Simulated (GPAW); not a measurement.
# PmZr (P1) in GPAW: single point with PBE

Aim: the single point of PmZr with PBE.

Program: GPAW 26.7.0. These are calculated values, not measurements. Logs are shortened: lines on timing, memory, paths and dates and some standing lists are left out, and cuts for length are marked. The log counts tension as positive stress, the text compression.

### 1 The cell of the first run

The typed cell holds 2 atoms: a = 3.401 Å, b = 3.401 Å, c = 5.568 Å, α = 90.00°, β = 90.00°, γ = 120.00°.

The cell comes from a database or a generator and needn't be the stable form of this composition.

### 2 Single point, PBE, collinear spin, ferromagnetic start (atoms moved at random, drawn with an rms of 0.05 Å)

Input file run.py:

```python
from ase.dft.bandgap import bandgap
from ase.io import read, write
from ase.units import GPa
from gpaw import GPAW, PW

atoms = read('PmZr.xyz')
atoms.set_initial_magnetic_moments([4.0, 0.0])

calc = GPAW(mode=PW(800),
            xc='PBE',
            kpts={'size': (9, 9, 5), 'gamma': True},
            occupations={'name': 'fermi-dirac', 'width': 0.05},
            nbands=29,
            convergence={'density': 1e-05, 'energy': 1e-05},
            maxiter=150,
            txt='gpaw.txt')
atoms.calc = calc
energy = atoms.get_potential_energy()
forces = atoms.get_forces()
stress = atoms.get_stress()
calc.write('gs.gpw')
write('result.traj', atoms)
print(f'Energy: {energy:.6f} eV')
print('Forces (eV/A):')
print(forces.round(4))
print('Stress (GPa):', (stress / GPa).round(3))
print('Moments:', calc.get_magnetic_moments().round(3))
print('Fermi level:', round(calc.get_fermi_level(), 4), 'eV')
print(f'Gap: {bandgap(calc)[0]:.4f} eV, direct: {bandgap(calc, direct=True)[0]:.4f} eV')
```

Input file PmZr.xyz:

```xyz
2
Lattice="3.4010999993 0.0000000000 0.0000000000 -1.7005499996 2.9454390002 0.0000000000 0.0000000000 0.0000000000 5.5680240000" Properties=species:S:1:pos:R:3 pbc="T T T"
Pm     0.0152335269      0.0419430514      2.8396922400
Zr     1.6967356660      0.9431266224      0.0080402267
```

Potentials or basis: GPAW PAW data sets (gpaw-data 1.2.1), pw.

On the command line:

```console
$ OMP_NUM_THREADS=1 python run.py
```

gpaw.txt:

```text
__  _  _
 | _ |_)|_||  |
 |__||  | ||/\| - 26.7.0

Input parameters:
  mode=PW(ecut=800.0),
  convergence={'density': 1e-05, 'energy': 1e-05},
  kpts=MonkhorstPack(size=(9, 9, 5), gamma=True),
  maxiter=150,
  nbands=29,
  occupations=Occupations(name='fermi-dirac', width=0.05),
  xc=XC(name='PBE')

Diagonalizing LCAO Hamiltonian
Converting LCAO to pw mode

       Pm

            Zr

Atoms  # Å, Bohr magnetons
|   | symbol |        x |        y |        z |    initial magnetic moments |
|---|--------|----------|----------|----------|-----------------------------|
| 0 |     Pm | 0.015234 | 0.041943 | 2.839692 | ( 0.0000,  0.0000,  4.0000) |
| 1 |     Zr | 1.696736 | 0.943127 | 0.008040 | ( 0.0000,  0.0000,  0.0000) |

Unit cell  # Å
| periodic |         x |        y |        z |  lengths |     angles |
|----------|-----------|----------|----------|----------|------------|
|      yes |  3.401100 | 0.000000 | 0.000000 | 3.401100 |  90.000000 |
|      yes | -1.700550 | 2.945439 | 0.000000 | 3.401100 |  90.000000 |
|      yes |  0.000000 | 0.000000 | 5.568024 | 5.568024 | 120.000000 |

Number of symmetries: 1
Symmetry operations  # r_c * U_cc + t_c -> r_c
|   | kind |            matrix            |
|---|------|------------------------------|
| 0 |  E   |  1, 0, 0,  0, 1, 0,  0, 0, 1 |

BZ-sampling:
  Number of BZ points: 405
  Number of IBZ points: 203

  Monkhorst-Pack size: [9, 9, 5]
  Monkhorst-Pack shift: [0, 0, 0]

K-points  # in reciprocal-cell coordinates
|     |                                coordinates |     weight |
|-----|--------------------------------------------|------------|
|   0 | (  0.00000000,   0.00000000,   0.00000000) | 0.00246914 |
|   1 | (  0.00000000,   0.00000000,   0.20000000) | 0.00493827 |
|   2 | (  0.00000000,   0.00000000,   0.40000000) | 0.00493827 |
|   3 | (  0.00000000,   0.11111111,  -0.40000000) | 0.00493827 |
|   4 | (  0.00000000,   0.11111111,  -0.20000000) | 0.00493827 |
|   5 | (  0.00000000,   0.11111111,   0.00000000) | 0.00493827 |
|   6 | (  0.00000000,   0.11111111,   0.20000000) | 0.00493827 |
|   7 | (  0.00000000,   0.11111111,   0.40000000) | 0.00493827 |
|   8 | (  0.00000000,   0.22222222,  -0.40000000) | 0.00493827 |
|   9 | (  0.00000000,   0.22222222,  -0.20000000) | 0.00493827 |
| ... |                                            |            |
| 202 | (  0.44444444,   0.44444444,   0.40000000) | 0.00493827 |

Plane wave coefficients: 2891
Cutoff: 800.0 eV

Spin-components: 2 (collinear spins)
Bands:           29
Projectors:      14
Spin-degeneracy: 1
Datatype:        complex128

Parallelization:
  kpt:    1
  domain: 1
  band:   1

Density:
  Valence electrons: 27.0
  Components: 2
  Grid points: [24 24 40]
  Charge: 0.0  # |e|

Potential:
  Grid points: [24 24 40]

species:
  Pm:
    name:    Promethium
    Z:       61.0
    valence: 15
    core:    46
    charge:  0.0  # [|e|]
    compensation charges:
      type: gauss
      rc: 0.35  # [Å]
      lmax: 2
    cutoffs:
      filter: 1.17  # [Å]
      core: 1.99  # [Å]
    projectors
    | kind |    occ | energy [eV] | rcut [Å] |
    |------|--------|-------------|----------|
    |   5s |  2.000 |     -41.873 |    1.164 |
    |   6s |  2.000 |      -3.542 |    1.164 |
    |   5p |  6.000 |     -22.672 |    1.164 |
    |   6p |  0.000 |      -1.220 |    1.164 |
    |   5d |  0.000 |      -1.803 |    1.164 |
    |   4f |  5.000 |      -2.148 |    1.164 |
    |    d |        |      25.408 |    1.164 |
    |    f |        |      25.063 |    1.164 |

    Using partial waves for Pm as LCAO basis

  Zr:
    name:    Zirconium
    Z:       40.0
    valence: 12
    core:    28
    charge:  0.0  # [|e|]
    compensation charges:
      type: gauss
      rc: 0.40  # [Å]
      lmax: 2
    cutoffs:
      filter: 2.39  # [Å]
      core: 1.59  # [Å]
    projectors
    | kind |    occ | energy [eV] | rcut [Å] |
    |------|--------|-------------|----------|
    |   4s |  2.000 |     -54.478 |    1.323 |
    |   5s |  2.000 |      -4.438 |    1.323 |
    |   4p |  6.000 |     -32.467 |    1.334 |
    |   5p |  0.000 |      -1.470 |    1.334 |
    |   4d |  2.000 |      -3.600 |    1.244 |
    |    d |        |      23.611 |    1.244 |

    Using partial waves for Zr as LCAO basis

Reference energy: -370565.960096  # eV

eigensolver:
  PPCG
  Converge bands: occupied
  niter=2

density mixing:
  MSR1-Mixer
  Pratt-step length: 0.05
  Maximum mixing coefficient: 0.75
  Old densities: 10
  SVD Regularization: 0.005
  Good broyden scale: 1.0
  Trust region scale: 1.0
  Backstep threshold: 4.0
  History deletion threshold: 6.0
  Fourier metric: weight=20.0, sigma=0.015

occupation numbers:
  Fermi-Dirac:
    width: 0.0500  # eV

poisson solver:
  ecut: 6400.0  # eV

xc functional:
  name: PBE with 2 nearest neighbor stencil

convergence criteria:
- Maximum integral of absolute [dens]ity change: 1e-05 electrons / valence electron
- Maximum [total energy] change in last 3 cyles: 1e-05 eV / valence electron
- Maximum integral of absolute [eigenst]ate change: 4e-08 eV^2 / valence electron
maximum number of iterations: 150

SCF iterations
|iter     | |      energy | eigst |  dens |  magmom |
|---------|-|-------------|-------|-------|---------|
|iter:   1| |  -28.165544 | +0.09 |       |  +4.0094|
|iter:   2| |  -14.398264 | -0.50 | -0.34 |  +3.8324|
|iter:   3| |  -14.055215 | -2.14 | -0.89 |  +3.8831|
|iter:   4| |  -23.597811 | -0.14 | -0.98 |  +3.9279|
|iter:   5| |  -14.273183 | -0.81 | -0.43 |  +3.8923|
|iter:   6| |  -13.425777 | -1.57 | -0.63 |  +3.9424|
|iter:   7| |  -13.469654 | -2.31 | -1.25 |  +3.9606|
|iter:   8| |  -13.447956 | -3.99 | -1.02 |  +3.9725|
|iter:   9| |  -13.385589 | -2.71 | -1.05 |  +4.0668|
|iter:  10| |  -13.478848 | -2.50 | -1.38 |  +4.1718|
|iter:  11| |  -13.432713 | -3.42 | -1.09 |  +4.2378|
|iter:  12| |  -13.460874 | -3.90 | -1.26 |  +4.3218|
|iter:  13| |  -14.235911 | -1.98 | -1.22 |  +4.5285|
|iter:  14| |  -17.175073 | -1.00 | -0.73 |  +4.3313|
|iter:  15| |  -13.550977 | -1.54 | -0.54 |  +4.4438|
|iter:  16| |  -13.461161 | -2.50 | -1.09 |  +4.6220|
|iter:  17| |  -13.452390 | -3.43 | -1.67 |  +4.7143|
|iter:  18| |  -13.453957 | -4.11 | -2.03 |  +4.8026|
|iter:  19| |  -13.454887 | -4.09 | -2.09 |  +4.8700|
|iter:  20| |  -13.454875 | -4.96 | -2.31 |  +4.8828|
|iter:  21| |  -13.454379 | -5.51 | -2.40 |  +4.8862|
|iter:  22| |  -13.454518 | -5.91 | -2.93 |  +4.8982|
|iter:  23| |  -13.454620c| -6.09 | -2.91 |  +4.9074|
|iter:  24| |  -13.454602c| -5.76 | -2.90 |  +4.9192|
|iter:  25| |  -13.454680c| -5.60 | -3.21 |  +4.9332|
|iter:  26| |  -13.454709c| -6.09 | -3.55 |  +4.9399|
|iter:  27| |  -13.454709c| -7.15 | -3.54 |  +4.9415|
|iter:  28| |  -13.454709c| -7.32 | -3.88 |  +4.9425|
|iter:  29| |  -13.454708c| -6.96 | -4.09 |  +4.9429|
|iter:  30| |  -13.454708c| -7.58c| -4.53 |  +4.9432|
|iter:  31| |  -13.454707c| -8.01c| -4.71 |  +4.9431|
|iter:  32| |  -13.454706c| -8.04c| -4.94 |  +4.9429|
|iter:  33| |  -13.454706c| -8.62c| -5.01c|  +4.9429|

Converged in 33 steps
Energy contributions relative to reference atoms: (reference = -370565.960096)

Energy contributions:
  Kinetic:         -33.886823
  Coulomb:          29.768550
  Zero:              1.598945
  External:          0.000000
  Xc:              -10.873207
  Entropy:          -0.124345
  Spinorbit:         0.000000
  ----------------------------
  Free energy:     -13.516879
  Extrapolated:    -13.454706

dipole moment: (-6.617338, -18.605940, -20.165451)  # |e|*Ang

Total magnetic moment: (0.000000, 0.000000, 4.942880)

Local magnetic moments
|        x |        y |         z |
|----------|----------|-----------|
| 0.000000 | 0.000000 |  4.401245 |  # Pm   0
| 0.000000 | 0.000000 | -0.052400 |  # Zr   1

Fermi level: 9.346
Eigenvalues  # (at kpt = [0.000, 0.000, 0.000])
| band index |      eig [eV] | occ [0-1] |      eig [eV] | occ [0-1] |
|------------|---------------|-----------|---------------|-----------|
|          0 |       -39.615 |     1.000 |       -39.652 |     1.000 |
|        ... |               |           |               |           |
|          5 |        -9.495 |     1.000 |        -7.916 |     1.000 |
|          6 |        -8.823 |     1.000 |        -7.087 |     1.000 |
|          7 |        -8.821 |     1.000 |        -7.080 |     1.000 |
|          8 |         4.607 |     1.000 |         4.877 |     1.000 |
|          9 |         7.001 |     1.000 |         7.589 |     1.000 |
|         10 |         8.868 |     1.000 |        10.390 |     0.000 |
|         11 |         9.066 |     0.996 |        10.394 |     0.000 |
|         12 |         9.187 |     0.960 |        11.039 |     0.000 |
|         13 |         9.191 |     0.957 |        11.355 |     0.000 |
|         14 |         9.331 |     0.571 |        11.529 |     0.000 |
|         15 |         9.342 |     0.517 |        11.585 |     0.000 |
|         16 |         9.562 |     0.013 |        11.904 |     0.000 |
|         17 |        10.545 |     0.000 |        12.332 |     0.000 |
|         18 |        10.572 |     0.000 |        12.520 |     0.000 |
|         19 |        10.665 |     0.000 |        12.546 |     0.000 |
|         20 |        11.206 |     0.000 |        12.579 |     0.000 |
|        ... |               |           |               |           |
|         28 |        19.510 |     0.000 |        20.142 |     0.000 |

No gap
No difference between direct/indirect transitions

Forces  # eV/Ang
|        x |        y |        z |
|----------|----------|----------|
| -0.01260 | -0.04811 | -0.15784 |  # Pm   0
|  0.01260 |  0.04813 |  0.15791 |  # Zr   1

Stress tensor  # eV/Ang^3
|         x |         y |         z |
|-----------|-----------|-----------|
|  0.014658 | -0.000387 | -0.000065 |
| -0.000387 |  0.017980 | -0.000259 |
| -0.000065 | -0.000259 |  0.003159 |

# Writing to gs.gpw (mode='')
```

Wall time 22 min (1 thread of AMD EPYC 7B13 (Zen 3), shared host); peak memory 0.93 GiB.

What came out:

```yaml
Free_energy: -13.5169 eV
Pressure: -1.9 GPa
Largest_force: 0.166 eV/Å
Band_gap_on_the_k_mesh: none (metal or under the smearing width)
Net_moment: 4.94 μB per cell
Site_moments: Pm +4.40; Zr -0.05 μB
```

Forces in eV/Å, atoms in the order of the input:
```
Pm  -0.013 -0.048 -0.158
Zr   0.013  0.048  0.158
```

Levels at points of the mesh, in eV from the Fermi level:
Spin up:
```csv
k point,band 12,band 13,band 14,band 15,band 16,band 17,band 18,band 19,band 20,band 21
"(0.00, 0.00, 0.00)",-0.28,-0.16,-0.15,-0.01,0.00,0.22,1.20,1.23,1.32,1.86
```
Spin down:
```tsv
k point	band 8	band 9	band 10	band 11	band 12	band 13	band 14	band 15
(0.00, 0.00, 0.00)	-16.43	-4.47	-1.76	1.04	1.05	1.69	2.01	2.18
```

Caveat: one-centre terms of the f shell are cut off; the magnetic or orbital state may not be the lowest; spin-orbit coupling is left out, which moves the levels of the heavy elements; without U or exact exchange the open f shell lies at the Fermi level, which spoils levels, moments and volumes.
